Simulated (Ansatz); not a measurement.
# Mo4C: the cost of one run

Program: Ansatz 0.2.0. Level of theory: DFT LDA, scalar-relativistic, plane waves, PAW. These are calculated values, not measurements.

The COD entry's cell or inner coordinates are ideal or old and differ from later refinements, so a difference from it is no clean test against experiment.

1 further run of the same task is left out (set aside as unsound or not needed).

**1. The structure to begin with**

It takes space group P4mm (No. 99, tetragonal). The conventional cell has a = 3.111 Å, b = 3.111 Å, c = 21.510 Å, α = 90.00°, β = 90.00°, γ = 90.00°. Around Mo (site symmetry 4mm) lie 4 Mo at 2.69 Å. Around Mo (site symmetry 4mm) lie 9 Mo at 2.69 to 2.95 Å. Mo (site symmetry 4mm) has 1 C at 1.87 Å as nearest neighbours. Around Mo (site symmetry 4mm) lie 4 C at 2.26 Å and 4 Mo at 2.59 Å. C (site symmetry 4mm) is surrounded by 5 Mo at 1.87 to 2.26 Å.

Structure file:

```
CELL_PARAMETERS angstrom
3.11118 0.00000 0.00000
0.00000 3.11118 0.00000
0.00000 0.00000 21.50982
ATOMIC_POSITIONS crystal
Mo 0.50000 0.50000 0.18596
Mo 0.00000 0.00000 0.25828
Mo 0.50000 0.50000 0.33251
Mo 0.00000 0.00000 0.39562
C 0.50000 0.50000 0.41933
```

This is the geometry of the first run shown, built on a cell relaxed beforehand with the same method.

**2. What is varied**

Atoms count from 1 in the order of the input.

C is moved along a line over the surface and along the normal, above a rigid substrate.

- position of C5 along the diagonal of the surface cell, from above Mo4: 8 values from 0.00 to 3.85 Å, periodic
- height of C5 above the plane of Mo4: 8 values from 0.51 to 4.05 Å

Nothing else is relaxed. Points are written as (first, second).

**3. Point (2.20 Å, 0.51 Å)**

A dipole layer in the vacuum cancels the field that periodic copies would set up if the slab's two faces differ.

File input.yaml:

```yaml
crystal:
  lattice:
    - [3.1111816891, 0.0, 0.0]
    - [0.0, 3.1111816891, 0.0]
    - [0.0, 0.0, 21.5098172784]
  atoms:
    - { symbol: Mo, position: [0.5, 0.5, 0.1859615983] }
    - { symbol: Mo, position: [0.0, 0.0, 0.2582816382] }
    - { symbol: Mo, position: [0.5, 0.5, 0.3325055024] }
    - { symbol: Mo, position: [0.0, 0.0, 0.3956248056] }
    - { symbol: C, position: [0.5, 0.5, 0.4193349093] }
basis:
  ecutwfc: 420
kpoints:
  mp_grid: { grid: [9, 9, 1] }
hamiltonian:
  xc: lda
scf:
  occupations: { method: gaussian, width: 0.1 }
output:
  forces: true
  eigenvalues: true
efield:
  axis: 3
  dipole_correction: true
  ramp_width: 0.04
```

Started as:

```sh
> ansatz run input.yaml --threads 1 --pin off --max-ram 3072MiB --backend cpu --events-out ev --progress --plain --runs-dir out
```

**Question.** How long does this run take on 1 thread of Intel Xeon Platinum 8259CL at 2.50GHz (Skylake/Cascade Lake), shared host, and how much memory does it need?

About 13 s, with a peak of 0.51 GiB.
